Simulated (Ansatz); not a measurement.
# GaBPH (singlet): the correlation ladder at a displaced geometry (v1), cc-pVDZ

One table from this session's results is given with a row withheld; the runs are named, their logs left out.

Method: cc-pVDZ, core rule «outside noble gas», up to 20 orbitals frozen; program: Ansatz 0.2.0, Gaussian basis.

The runs, in order: UHF; CCSD(T) on RHF; CCSD(T) on UHF; BCCD(T) on RHF; CISD; CCSDT(Q) on RHF; CCSDT(Q) on UHF; CASSCF and MRCISD+Q, 8 electrons in 8 orbitals; CASSCF and NEVPT2, 8 electrons in 8 orbitals.

20 further runs of the same task are left out: 1 for a known fault of the program, 7 that didn't finish, 12 set aside as unsound or not needed.

### What is computed

The geometry is a PBE0/def2-TZVP stationary point (not a proven minimum) with its atoms shifted at random (size 0.040 Å). No spin-orbit coupling is included. The filled d shell of Ga may be among the frozen orbitals whatever the setting's name suggests; the logs give the count.

4 atoms, charge 0, spin multiplicity 1.

Atoms are counted from 1 here; the program's logs count them from 0.

Bond lengths: B1–P2 1.888 Å, P2–Ga3 2.494 Å, P2–H4 1.489 Å. Angles: B1–P2–Ga3 105.4°, B1–P2–H4 82.1°, Ga3–P2–H4 89.6°.

Geometry (Å):

```xyz
4
charge 0, multiplicity 1
B    -0.01724   -1.19125    2.29669
P     0.03882    0.48406    1.42737
Ga    0.00626   -0.03503   -1.01148
H    -1.44131    0.32479    1.47113
```

The first run:

in.yaml

```yaml
crystal:
  periodic: [false, false, false]
  atoms:
    - {symbol: B, position_ang: [-0.017236, -1.191248, 2.296692]}
    - {symbol: P, position_ang: [0.038820, 0.484062, 1.427371]}
    - {symbol: Ga, position_ang: [0.006263, -0.035025, -1.011480]}
    - {symbol: H, position_ang: [-1.441314, 0.324792, 1.471132]}
basis:
  gaussian: {orbitals: cc-pVDZ}
magnetization: {spin_polarized: true, initial_magnetization: 0}
hamiltonian: {xc: hf}
output: {orbitals: {seedname: orbitals}}
```

On the command line:

```bash
$ ansatz run in.yaml --threads 1 --pin off --events-out ev --progress --plain --max-ram 2393MiB
```

Steps of the session up to this table: UHF; CCSD(T) on RHF; CCSD(T) on UHF; BCCD(T) on RHF; CISD; CCSDT(Q) on RHF; CCSDT(Q) on UHF; CASSCF and MRCISD+Q, 8 electrons in 8 orbitals; CASSCF and NEVPT2, 8 electrons in 8 orbitals.

One table of the session follows, with a row left open; its other results are not shown here.

| method | from RCCSDT(Q) (meV) |
| --- | --- |
| RHF | +7738.4 |
| UHF | +7629.4 |
| RMP2 | +1638.3 |
| UMP2 | +1816.1 |
| CISD | +1300.7 |
| RCCSD | +397.1 |
| UCCSD | +407.7 |
| RCCSD(T) | +72.8 |
| UCCSD(T) | +82.2 |
| BCCD(T) | +66.4 |
| RCCSDT | +29.4 |
| UCCSDT | +31.3 |
| RCCSDT(Q) | 0 |
| UCCSDT(Q) | -0.2 |
| CASSCF frontier | +5759.4 |
| NEVPT2 frontier | ? |
| MRCISD frontier | +723.5 |
| MRCISD+Q frontier | +94.4 |

Estimate the missing values for NEVPT2 frontier.

**Answer.** from RCCSDT(Q) (meV): +1392.1. In the column «from RCCSDT(Q) (meV)» it lies between CISD (+1300.7) and RMP2 (+1638.3).

Caveats from the session: Restricted and unrestricted rows rest on different reference determinants; where their highest levels disagree by more than a few hundredths of an eV, they describe different states and don't form one ladder.
